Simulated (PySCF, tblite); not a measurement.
# C3H3ClN2OS: a rotation path, then NMR shifts on frames, part 2 of 2

tblite 0.8.0 and PySCF 2.14.0. Atoms count from 0. The steps go on from the part before.

## 5. Shielding tensors: image 4, PBE0/pcSseg-1

Job settings and geometry (Å):

```
{"job": {"kind": "nmr", "xc": "PBE0", "basis": "pcSseg-1", "pop": false}, "charge": 0, "multiplicity": 1}
C     -2.156900     0.242000     0.202000
S     -1.162200    -0.837000     1.288300
C      0.393300    -0.498800     0.571100
N      1.236500     0.433500     0.894700
C      2.256300     0.224100     0.018200
Cl     3.634400     1.166300    -0.017500
N      2.045000    -0.780300    -0.793900
O      0.830900    -1.257300    -0.437100
H     -3.178700     0.146500     0.552900
H     -1.816000     1.267300     0.304400
H     -2.077300    -0.103700    -0.824000
```

Level: GIAO PBE0/pcSseg-1 NMR shielding, non-relativistic, gas phase.

The log of the run:

```text
coarse grid: 11576 points
cycle   1  E = -1158.3570617356  dE =  1.652e+00  |g| = 5.812e-01  |ddm| = 3.415e+00
cycle   2  E = -1158.2812209870  dE =  7.584e-02  |g| = 8.609e-01  |ddm| = 9.220e-01
cycle   3  E = -1158.4265325273  dE = -1.453e-01  |g| = 1.066e-01  |ddm| = 5.703e-01
cycle   4  E = -1158.4276380142  dE = -1.105e-03  |g| = 7.605e-02  |ddm| = 1.268e-01
cycle   5  E = -1158.4288676692  dE = -1.230e-03  |g| = 1.437e-02  |ddm| = 6.390e-02
cycle   6  E = -1158.4289032754  dE = -3.561e-05  |g| = 5.952e-03  |ddm| = 1.338e-02
cycle   7  E = -1158.4289111653  dE = -7.890e-06  |g| = 1.757e-03  |ddm| = 6.017e-03
final grid: 106424 points
cycle   8  E = -1158.4856992940  dE = -2.233e-05  |g| = 1.106e-02  |ddm| = 2.529e-02
cycle   9  E = -1158.4856593832  dE =  3.991e-05  |g| = 1.812e-02  |ddm| = 1.818e-02
cycle  10  E = -1158.4857211380  dE = -6.175e-05  |g| = 2.821e-03  |ddm| = 1.211e-02
cycle  11  E = -1158.4857227636  dE = -1.626e-06  |g| = 5.327e-04  |ddm| = 2.355e-03
cycle  12  E = -1158.4857228184  dE = -5.484e-08  |g| = 1.827e-04  |ddm| = 4.837e-04
cycle  13  E = -1158.4857228251  dE = -6.642e-09  |g| = 4.886e-05  |ddm| = 1.561e-04
cycle  14  E = -1158.4857228255  dE = -4.763e-10  |g| = 1.895e-05  |ddm| = 5.624e-05
converged SCF energy = -1158.4857228255

GIAO shielding tensors (ppm)
atom      isotropic    diamagn.    paramagn.     s11        s22        s33       span
  0 C      161.337     250.093     -88.756    143.106    154.078    186.828     43.721
  1 S      539.702    1054.897    -515.195    407.319    428.367    783.419    376.100
  2 C        1.412     258.808    -257.396    -61.598      1.816     64.018    125.615
  3 N      -35.944     328.221    -364.166   -196.091    -85.840    174.098    370.190
  4 C       12.593     256.091    -243.499    -78.495     46.940     69.334    147.829
  5 Cl     768.376    1144.271    -375.895    570.457    743.921    990.749    420.292
  6 N     -139.281     318.539    -457.820   -358.365   -118.802     59.324    417.689
  7 O     -106.580     399.461    -506.041   -254.454   -151.704     86.417    340.872
  8 H       29.541      28.054       1.488     25.183     25.779     37.662     12.478
  9 H       29.091      29.999      -0.909     23.696     27.910     35.666     11.970
 10 H       29.036      30.143      -1.107     23.524     27.852     35.731     12.207
```

It took 19 s on 1 thread of Intel Xeon Platinum 8488C, shared host; peak memory 0.84 GiB.

In short: δ C2 185.5, C4 174.3, C0 25.6, S1 -36, H10 2.68, H9 2.63 ppm.

## 6. Nuclear shieldings: image 6, PBE0/pcSseg-1

Job settings and geometry (Å):

```
{"job": {"kind": "nmr", "xc": "PBE0", "basis": "pcSseg-1", "pop": false}, "charge": 0, "multiplicity": 1}
C     -2.199000     0.104600     0.160500
S     -1.083400    -0.463100     1.489600
C      0.415500    -0.298900     0.655900
N      1.516100     0.206600     1.131100
C      2.355500     0.136100     0.064400
Cl     3.908600     0.749000     0.098900
N      1.813100    -0.394500    -0.999700
O      0.539400    -0.688500    -0.623200
H     -3.206100    -0.019600     0.542800
H     -1.999700     1.156300    -0.024300
H     -2.054400    -0.485400    -0.737300
```

With the program's defaults for keys left out, this is: GIAO PBE0/pcSseg-1 NMR shielding, non-relativistic, gas phase.

The log of the run:

```text
coarse grid: 11576 points
cycle   1  E = -1158.3608001074  dE =  1.654e+00  |g| = 5.820e-01  |ddm| = 3.406e+00
cycle   2  E = -1158.2846364162  dE =  7.616e-02  |g| = 8.627e-01  |ddm| = 8.987e-01
cycle   3  E = -1158.4297518265  dE = -1.451e-01  |g| = 1.060e-01  |ddm| = 5.565e-01
cycle   4  E = -1158.4308636582  dE = -1.112e-03  |g| = 7.601e-02  |ddm| = 1.293e-01
cycle   5  E = -1158.4321006434  dE = -1.237e-03  |g| = 1.396e-02  |ddm| = 6.339e-02
cycle   6  E = -1158.4321333176  dE = -3.267e-05  |g| = 5.943e-03  |ddm| = 1.304e-02
cycle   7  E = -1158.4321413688  dE = -8.051e-06  |g| = 1.558e-03  |ddm| = 6.149e-03
final grid: 106424 points
cycle   8  E = -1158.4887301934  dE = -2.501e-05  |g| = 1.106e-02  |ddm| = 2.549e-02
cycle   9  E = -1158.4886959901  dE =  3.420e-05  |g| = 1.741e-02  |ddm| = 1.721e-02
cycle  10  E = -1158.4887520549  dE = -5.606e-05  |g| = 2.707e-03  |ddm| = 1.112e-02
cycle  11  E = -1158.4887535192  dE = -1.464e-06  |g| = 5.357e-04  |ddm| = 2.285e-03
cycle  12  E = -1158.4887535753  dE = -5.618e-08  |g| = 2.006e-04  |ddm| = 5.258e-04
cycle  13  E = -1158.4887535834  dE = -8.036e-09  |g| = 5.103e-05  |ddm| = 1.637e-04
cycle  14  E = -1158.4887535839  dE = -5.118e-10  |g| = 2.182e-05  |ddm| = 5.994e-05
converged SCF energy = -1158.4887535839

GIAO shielding tensors (ppm)
atom      isotropic    diamagn.    paramagn.     s11        s22        s33       span
  0 C      165.133     250.658     -85.525    146.996    161.130    187.274     40.278
  1 S      515.627    1054.852    -539.225    324.273    473.297    749.311    425.038
  2 C        0.668     258.705    -258.037    -61.430     -4.824     68.258    129.688
  3 N      -21.671     330.472    -352.143   -171.734    -69.884    176.605    348.339
  4 C       13.496     257.526    -244.030    -76.602     49.372     67.718    144.320
  5 Cl     770.762    1144.192    -373.430    574.727    746.361    991.198    416.471
  6 N     -131.837     319.647    -451.484   -337.930   -118.369     60.789    398.719
  7 O      -87.661     399.322    -486.983   -230.462   -126.894     94.373    324.835
  8 H       29.552      28.025       1.527     24.933     26.205     37.518     12.585
  9 H       29.089      30.101      -1.012     23.896     27.303     36.069     12.172
 10 H       28.548      30.257      -1.710     22.802     27.714     35.127     12.325
```

Run time: 19 s. Hardware: 1 thread of Intel Xeon Platinum 8488C, shared host; peak memory 0.84 GiB.

This run: δ C2 186.3, C4 173.4, C0 21.8, S1 -12, H10 3.17, H9 2.63 ppm.

## 7. Shielding tensors: image 8, PBE0/pcSseg-1

Job settings and geometry (Å):

```
{"job": {"kind": "nmr", "xc": "PBE0", "basis": "pcSseg-1", "pop": false}, "charge": 0, "multiplicity": 1}
C     -2.227800    -0.048900     0.150500
S     -1.053800    -0.087900     1.541700
C      0.417100    -0.008400     0.673900
N      1.618100    -0.004900     1.182500
C      2.401500     0.057600     0.074500
Cl     4.070000     0.087700     0.157100
N      1.735500     0.090400    -1.048700
O      0.424300     0.048100    -0.669200
H     -3.209800    -0.205500     0.584100
H     -2.180300     0.918500    -0.338900
H     -1.989500    -0.843800    -0.548500
```

Level: GIAO PBE0/pcSseg-1 NMR shielding, non-relativistic, gas phase.

The log of the run:

```text
coarse grid: 11576 points
cycle   1  E = -1158.3645107671  dE =  1.658e+00  |g| = 5.846e-01  |ddm| = 3.410e+00
cycle   2  E = -1158.2869740513  dE =  7.754e-02  |g| = 8.682e-01  |ddm| = 8.893e-01
cycle   3  E = -1158.4336966977  dE = -1.467e-01  |g| = 1.054e-01  |ddm| = 5.484e-01
cycle   4  E = -1158.4348149498  dE = -1.118e-03  |g| = 7.523e-02  |ddm| = 1.287e-01
cycle   5  E = -1158.4360288594  dE = -1.214e-03  |g| = 1.380e-02  |ddm| = 6.279e-02
cycle   6  E = -1158.4360608517  dE = -3.199e-05  |g| = 5.809e-03  |ddm| = 1.280e-02
cycle   7  E = -1158.4360685934  dE = -7.742e-06  |g| = 1.420e-03  |ddm| = 6.033e-03
final grid: 106424 points
cycle   8  E = -1158.4928599213  dE = -2.522e-05  |g| = 1.115e-02  |ddm| = 2.550e-02
cycle   9  E = -1158.4928258665  dE =  3.405e-05  |g| = 1.749e-02  |ddm| = 1.712e-02
cycle  10  E = -1158.4928821484  dE = -5.628e-05  |g| = 2.640e-03  |ddm| = 1.086e-02
cycle  11  E = -1158.4928835412  dE = -1.393e-06  |g| = 5.136e-04  |ddm| = 2.182e-03
cycle  12  E = -1158.4928835918  dE = -5.069e-08  |g| = 2.124e-04  |ddm| = 5.306e-04
cycle  13  E = -1158.4928836010  dE = -9.151e-09  |g| = 5.032e-05  |ddm| = 1.709e-04
cycle  14  E = -1158.4928836015  dE = -4.943e-10  |g| = 2.106e-05  |ddm| = 5.709e-05
converged SCF energy = -1158.4928836015

GIAO shielding tensors (ppm)
atom      isotropic    diamagn.    paramagn.     s11        s22        s33       span
  0 C      168.533     250.916     -82.383    156.127    164.004    185.468     29.341
  1 S      487.257    1054.990    -567.733    284.839    462.119    714.813    429.975
  2 C        1.065     258.653    -257.589    -62.259     -6.948     72.402    134.661
  3 N       -4.949     330.851    -335.799   -147.302    -49.115    181.572    328.874
  4 C       13.268     257.373    -244.105    -75.051     49.883     64.972    140.023
  5 Cl     772.064    1144.023    -371.958    578.056    744.447    993.690    415.634
  6 N     -124.686     319.311    -443.997   -314.557   -118.902     59.400    373.958
  7 O      -70.680     399.737    -470.417   -184.181   -113.065     85.205    269.386
  8 H       29.466      27.814       1.653     24.434     26.509     37.456     13.022
  9 H       28.809      30.002      -1.194     23.918     26.510     35.997     12.079
 10 H       28.764      30.372      -1.608     23.701     27.087     35.504     11.803
```

Wall time 17 s (1 thread of Intel Xeon Platinum 8488C, shared host); peak memory 0.84 GiB.

In short: δ C2 185.9, C4 173.7, C0 18.4, S1 16, H10 2.95, H9 2.91 ppm.

## 8. Side by side: NMR shifts

Shifts (ppm) of some atoms, chosen among heavy atoms and hydrogens apart, with basis size and wall time:

```tsv
frame	H10	H9	S1	N6	N3	Cl5	O7	functions	time
image 0	2.96	2.95	12	394.5	275.1	173	400.8	165	22 s
image 2	2.75	3.27	-14	395.6	287.2	176	423.2	165	17 s
image 4	2.68	2.63	-36	407.0	303.7	181	442.7	165	19 s
image 6	3.17	2.63	-12	399.6	289.4	179	423.7	165	19 s
image 8	2.95	2.91	16	392.4	272.7	178	406.8	165	17 s
```

## 9. Results

The summary covers parts 1 to 2.

```
                                        quantity                               value
                                         barrier  0.341 eV (7.9 kcal/mol) at image 4
                           end to end (GFN2-xTB)                            0.050 eV
 ¹³C shifts against TMS (PBE0/pcSseg-1, image 0)              189.4, 172.3, 22.4 ppm
  ¹H shifts against TMS (PBE0/pcSseg-1, image 0)                2.96, 2.95, 2.25 ppm
 ³³S shifts against CS2 (PBE0/pcSseg-1, image 0)                              12 ppm
 ¹⁵N shifts against NH3 (PBE0/pcSseg-1, image 0)                    394.5, 275.1 ppm
³⁵Cl shifts against HCl (PBE0/pcSseg-1, image 0)                             173 ppm
 ¹⁷O shifts against H2O (PBE0/pcSseg-1, image 0)                           400.8 ppm
           surface potential, 1st and 99th percentile                  -1.41 V and 1.46 V
                        range of the shift of S1                       -36 to 16 ppm
```

What this shows: Along the band the dihedral turns by 180°, and the top (dihedral 270°) lies 7.9 kcal/mol above the start (GFN2-xTB, rough), so at room temperature this motion is fast. The top was not checked by a frequency run. Shifts at one fixed geometry are not the observed spectrum, which averages over the motion. In the first frame run (image 0): The largest span, 445 ppm, is at S1, where the paramagnetic term is -564 ppm. NICS(1)zz of -22 ppm above the planar ring from C2 marks a diatropic (aromatic) ring current. At PBE0/pcSseg-1, counted by nearest atom on the grid, the HOMO lies on S1 48 %; N6 20 %, the LUMO on C2 30 %; N6 21 %. Across the 5 runs the shift of S1 moves most, between -36 (image 4) and 16 ppm (image 8).
